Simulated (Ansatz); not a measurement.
# SrCd: how the settings move a relaxation

How sensitive is a relaxation of SrCd to its settings? A reference run comes first, then one run with altered input.

Method: reference: DFT, r2SCAN, PAW with Ansatz's default frozen-core files, scalar-relativistic; relaxation of cell and atoms, in Ansatz 0.2.0.

## Step 1: Starting point

The structure is cubic, space group Pm-3m (No. 221). The conventional cell has a = 4.003 Å, b = 4.003 Å, c = 4.003 Å, α = 90.00°, β = 90.00°, γ = 90.00°. Around Sr (site symmetry m-3m) lie 8 Cd at 3.47 Å. Around Cd (site symmetry m-3m) lie 8 Sr at 3.47 Å.

Coordinates:

```
Sr Cd
1.0
     4.00300    0.00000    0.00000
     0.00000    4.00300    0.00000
     0.00000    0.00000    4.00300
Sr Cd
1 1
Direct
  0.50000 0.50000 0.50000
  0.00000 0.00000 0.00000
```

## Step 2: Reference

File input.yaml:

```yaml
crystal:
  lattice:
    - [4.003, 0.0, 0.0]
    - [0.0, 4.003, 0.0]
    - [0.0, 0.0, 4.003]
  atoms:
    - { symbol: Sr, position: [0.5, 0.5, 0.5] }
    - { symbol: Cd, position: [0.0, 0.0, 0.0] }
kpoints:
  mp_grid: { grid: [10, 10, 10] }
scf:
  occupations: { method: fermi_dirac, width: 0.08 }
hamiltonian:
  xc: r2scan
  pseudopotentials: { kind: paw }
relax:
  f_tol: 0.002
  max_steps: 80
  cell: {}
output:
  forces: true
  stress: true
```

On the command line:

```sh
ansatz run input.yaml --threads 1 --pin off --max-ram 3072MiB --backend cpu --events-out ev --progress --plain --runs-dir out
```

## Step 3: Variant: preconditioner local_kerker

Edit input.yaml of step 2 so:

```diff
@@ -12,2 +12,3 @@
   occupations: { method: fermi_dirac, width: 0.08 }
+  mixing: { preconditioner: local_kerker }
 hamiltonian:
@@ -22 +23,5 @@
   stress: true
+  write_density: true
+  write_potential: true
+  elf: true
+  volumetric_format: npy
```

What does the calculation give? Wanted: for each run, ending; energy change; pressure; gap; force.

The runs gave:

| run | ending | energy change | pressure (GPa) | gap (eV) | force (eV/Å) | cycles | time |
| --- | --- | --- | --- | --- | --- | --- | --- |
| reference | converged | 0 | 0.0 | 0.00 | 0.00 | 24 | 9.6 s |
| 1: preconditioner local_kerker | converged | 0.0 meV/atom | 0.0 | 0.00 | 0.00 | 22 | 11 s |

Times don't compare one to one where runs were asked for different outputs or read a saved state (see the inputs); cycles may leave out searches for a lower state.

What this shows: With the changed mixing the energy agrees within 0.5 meV/atom.
